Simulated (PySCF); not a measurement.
# [Sm(H2O)2]3+: other functionals and bases at one geometry

Aim: see how levels, charges and forces of [Sm(H2O)2]3+ depend on the level of theory. It is a constructed species; whether it can be made isn't addressed.

The runs use PySCF 2.14.0; several levels, as the steps say, no spin–orbit coupling.

1 further run of the same task is left out (for a known fault of the program).

## (1) The system as given

7 atoms, charge 3, spin multiplicity 1.

Bond lengths: Sm1–O2 2.271 Å, Sm1–O5 2.267 Å, O2–H3 0.993 Å, O2–H4 0.993 Å, O5–H6 0.992 Å, O5–H7 0.993 Å. Angles: O2–Sm1–O5 107.8°, Sm1–O2–H3 128.4°, Sm1–O2–H4 128.9°, H3–O2–H4 102.6°, Sm1–O5–H6 129.0°, Sm1–O5–H7 128.4°, H6–O5–H7 102.6°.

Geometry (Å):

```
Sm   -0.7125    0.9225    0.0230
O     0.1339   -0.1615    1.8301
H     0.8670    0.1270    2.4354
H    -0.1620   -1.0162    2.2395
O     0.0643   -0.1184   -1.8356
H     0.6822   -0.8918   -1.9053
H    -0.1267    0.0935   -2.7872
```

Formal oxidation states: Sm +3. Each metal's 5 4f electrons lie in its core potential, so multiplicities, spins and levels count the valence alone. An earlier session relaxed this geometry at PBE0, Sm lcecp-1-SVP with ECP51, O def2-SVP, H def2-SVP (singlet, point group C1).

At PBE0 on the finer grid: E = -186.104021 Eh, HOMO -26.37 eV, LUMO -18.52 eV, Mulliken charge on Sm1 +2.25 e, largest force component 0.015 eV/Å. 

Levels to run: TPSS; wB97X; PBE0, TZVP. Hardware: 2 threads of Intel Xeon Platinum 8488C (Sapphire Rapids), shared host.

## (2) TPSS

Contents of run.py (the lines that set the calculation):

```python
mol = gto.M(atom='''
Sm    -0.71253     0.92250     0.02303
O      0.13392    -0.16146     1.83012
H      0.86698     0.12695     2.43541
H     -0.16197    -1.01620     2.23948
O      0.06432    -0.11839    -1.83559
H      0.68216    -0.89182    -1.90529
H     -0.12671     0.09349    -2.78716''',
    basis={'Sm': 'lcecp-1-SVP', 'O': 'def2-SVP', 'H': 'def2-SVP'},
    ecp={'Sm': 'lcecp-1-SVP'},
    charge=3, spin=0)
mf = dft.RKS(mol, xc='TPSS')
mf.grids.atom_grid = (75, 302)  # f atoms: unpruned, at least (60, 302)
mf = mf.density_fit()  # fitting sets: Sm AutoAux, O def2-universal-JKFIT, H def2-universal-JKFIT
mf.conv_tol = 1e-08; mf.max_cycle = 55
mf.kernel(dm0)  # dm0: the density of the relaxed state
```

On the command line:

```console
$ OMP_NUM_THREADS=2 python run.py
```

## (3) wB97X

Changes to run.py (the lines that set the calculation) since step 2:

```diff
@@ -11,3 +11,3 @@
     charge=3, spin=0)
-mf = dft.RKS(mol, xc='TPSS')
+mf = dft.RKS(mol, xc='WB97X')
 mf.grids.atom_grid = (75, 302)  # f atoms: unpruned, at least (60, 302)
```

## (4) PBE0, TZVP

Basis: Sm lcecp-1-TZVP with ECP51, O def2-TZVP, H def2-TZVP. 

Contents of run.py (the lines that set the calculation):

```python
mol = gto.M(atom='''
Sm    -0.71253     0.92250     0.02303
O      0.13392    -0.16146     1.83012
H      0.86698     0.12695     2.43541
H     -0.16197    -1.01620     2.23948
O      0.06432    -0.11839    -1.83559
H      0.68216    -0.89182    -1.90529
H     -0.12671     0.09349    -2.78716''',
    basis={'Sm': 'lcecp-1-TZVP', 'O': 'def2-TZVP', 'H': 'def2-TZVP'},
    ecp={'Sm': 'lcecp-1-TZVP'},
    charge=3, spin=0)
mf = dft.RKS(mol, xc='PBE0')
mf.grids.atom_grid = (75, 302)  # f atoms: unpruned, at least (60, 302)
mf = mf.density_fit()  # fitting sets: Sm AutoAux, O def2-universal-JKFIT, H def2-universal-JKFIT
mf.conv_tol = 1e-08; mf.max_cycle = 55
mf.kernel(dm0)  # dm0: free metal ions and neutral atoms
```

Before running it: what results should come out? Wanted: for each run, HOMO; gap; charge on Sm1; dipole; largest force.

As calculated:

| level | state | HOMO (eV) | gap (eV) | charge on Sm1 (e) | dipole (D) | largest force (eV/Å) | basis functions | time |
| --- | --- | --- | --- | --- | --- | --- | --- | --- |
| PBE0 (relaxed here) | singlet | -26.37 | 7.85 | 2.25 | 3.01 | 0.02 | 81 | 11 s |
| TPSS | singlet | -24.67 | 5.43 | 2.19 | 3.23 | 0.41 | 81 | 7.7 s |
| wB97X | singlet | -28.86 | 12.81 | 2.28 | 2.79 | 0.15 | 81 | 5.1 s |
| PBE0, TZVP | singlet | -26.35 | 7.93 | 2.40 | 3.05 | 0.27 | 133 | 11 s |

Times are on 2 threads of Intel Xeon Platinum 8488C (Sapphire Rapids), shared host; the first row also made further properties. The dipole of a charged species depends on the origin, so these sizes hold for this origin alone.

In one basis the HOMO–LUMO gap runs from 5.43 eV (TPSS) to 12.81 eV (wB97X). The largest leftover force, 0.41 eV/Å with TPSS, stands at a geometry relaxed at another level. The Mulliken charge on Sm spans +2.19 to +2.40 e over the levels. With 4f in the core, its levels are missing from HOMO and gap. Total energies of different levels can't be compared. Spin–orbit coupling is left out throughout.
